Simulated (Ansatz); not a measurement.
# SiCl3O (SMILES [O][Si](Cl)(Cl)Cl) at UMP2/def2-SVP

Aim: the energy change on altering one bond length of SiCl3O at UMP2/def2-SVP, from 2 runs. 

The calculation is run with Ansatz 0.2.0.

61 further runs of the same task are left out: 10 that didn't finish, 51 set aside as unsound or not needed. Runs told in other sessions of the task aren't counted.

## 1. The structure to begin with

The species is SiCl3O (5 atoms), meant as a doublet with charge 0. SMILES: `[O][Si](Cl)(Cl)Cl`. The shape is that of a PBE0-D4/def2-TZVP optimisation.

Bond lengths: O1–Si2 1.645 Å, Si2–Cl3 2.018 Å, Si2–Cl4 2.020 Å, Si2–Cl5 2.018 Å. Angles: O1–Si2–Cl3 111.8°, O1–Si2–Cl4 100.7°, O1–Si2–Cl5 111.8°, Cl3–Si2–Cl4 111.9°, Cl3–Si2–Cl5 108.6°, Cl4–Si2–Cl5 111.9°.

## 2. A single-point energy at UMP2/def2-SVP

in.yaml

```yaml
crystal:
  periodic: [false, false, false]
  atoms:
    - {symbol: O, position_ang: [0.815000, -1.070800, 1.039300]}
    - {symbol: Si, position_ang: [0.038600, -0.018800, 0.041000]}
    - {symbol: Cl, position_ang: [-1.536500, 0.855600, 0.950500]}
    - {symbol: Cl, position_ang: [-0.542800, -1.265500, -1.438700]}
    - {symbol: Cl, position_ang: [1.275600, 1.425900, -0.633600]}
basis:
  gaussian: {orbitals: def2-SVP}
magnetization: {spin_polarized: true, initial_magnetization: 1}
correlation: {method: mp2, frozen_orbitals: {Cl: 5, O: 1, Si: 5}}
accuracy: high
```

Command:

```console
$ ansatz run in.yaml --threads 1 --pin off --max-ram 3480MiB --events-out events.jsonl --progress --plain --runs-dir runs
```

The program printed:

```text
Warning: RAYON_NUM_THREADS=1 ignored (pool sized by the plan → 1); use --threads N
Functional definition: HF
  name "HF"
  exchange = exact_x
  correlation = 0
1630 factors; integrals over basis functions are off by at most 3.6e-9 eV
mean field evaluation 1: about -47386.1059 eV, gradient 3.7e1 eV
mean field evaluation 2: about -47386.1791 eV, gradient 3.7e1 eV
mean field evaluation 4: about -47396.5484 eV, gradient 1.7e1 eV
mean field evaluation 8: about -47398.1071 eV, gradient 3.3e-1 eV
mean field evaluation 16: about -47398.1122 eV, gradient 2.5e-5 eV
mean field evaluation 32: about -47398.0900 eV, gradient 2.1e0 eV
mean field evaluation 64: about -47397.8467 eV, gradient 5.0e0 eV
mean field evaluation 96: about -47398.1122 eV, gradient 6.3e-6 eV
mean field -47398.11222426 eV, -1741.8484966471 hartree, gradient 2.1e-8 eV, S^2 0.755465; 4 other end points of the search recorded, 0 dependent functions left out
21 core orbitals not correlated: weight in the atoms' cores, before any rotation towards them, 1.000 or more for the frozen orbitals, at most 0.000 for the correlated occupied ones
reference -47398.11222426 eV, -1741.8484966471 hartree; 16, 15 occupied and 49, 50 virtual orbitals, 1630 factors
second order -16.81877712 eV of doubles, -0.00000000 eV of singles
Total energy: -47414.93100138 eV, -1742.4665753060 hartree
```

Wall time 13 s (1 thread of Arm Neoverse V2, shared host); peak memory 0.49 GiB.

## 3. The distorted shape

in.yaml

```yaml
basis:
  gaussian: {orbitals: def2-SVP}
crystal:
  periodic: [false, false, false]
  atoms:
    - symbol: O
      position_ang: [-0.174576, -2.226532, 1.578967]
    - symbol: Si
      position_ang: [-0.950976, -1.174532, 0.580667]
    - symbol: Cl
      position_ang: [-2.526076, -0.300132, 1.490167]
    - symbol: Cl
      position_ang: [-1.532376, -2.421232, -0.899033]
    - symbol: Cl
      position_ang: [1.275600, 1.425900, -0.633600]
magnetization: {spin_polarized: true, initial_magnetization: 1}
correlation: {method: mp2, frozen_orbitals: {Cl: 5, O: 1, Si: 5}}
accuracy: high
```

Command:

```console
$ ansatz run in.yaml --threads 1 --pin off --max-ram 3480MiB --events-out events.jsonl --progress --plain --runs-dir runs
```

The program printed, shortened:

```text
Warning: RAYON_NUM_THREADS=1 ignored (pool sized by the plan → 1); use --threads N
Functional definition: HF
  name "HF"
[...]
1553 factors; integrals over basis functions are off by at most 4.5e-9 eV
[...]
mean field -47394.69496856 eV, -1741.7229148166 hartree, gradient 2.2e-8 eV, S^2 1.593223; 16 other end points of the search recorded, 0 dependent functions left out
21 core orbitals not correlated: weight in the atoms' cores, before any rotation towards them, 1.000 or more for the frozen orbitals, at most 0.000 for the correlated occupied ones
reference -47394.69496856 eV, -1741.7229148166 hartree; 16, 15 occupied and 49, 50 virtual orbitals, 1553 factors
second order -15.99450058 eV of doubles, -0.00000000 eV of singles
Total energy: -47410.68946915 eV, -1742.3107018716 hartree
```

Wall time 66 s (1 thread of Arm Neoverse V2, shared host); peak memory 0.47 GiB.

## 4. What came out

Level: UMP2/def2-SVP, 21 core orbitals frozen.

```
                                                           quantity           value
                                          first shape: total energy  -1742.46658 Eh
          first shape: correlation energy (21 core orbitals frozen)      -618.1 mEh
                     first shape: ⟨S²⟩ of the reference determinant           0.755
                                      distorted shape: total energy  -1742.31070 Eh
      distorted shape: correlation energy (21 core orbitals frozen)      -587.8 mEh
                 distorted shape: ⟨S²⟩ of the reference determinant           1.593
energy change with the Si2–Cl5 bond stretched from 2.018 to 3.632 Å        4.242 eV
```

What this shows: With the Si2–Cl5 bond stretched from 2.018 to 3.632 Å the energy rises by 4.24 eV (98 kcal/mol). The first shape isn't relaxed at this level, so the change isn't measured from a minimum. ⟨S²⟩ (distorted shape) is 1.59 where a pure doublet has 0.75: the reference is spin-contaminated.
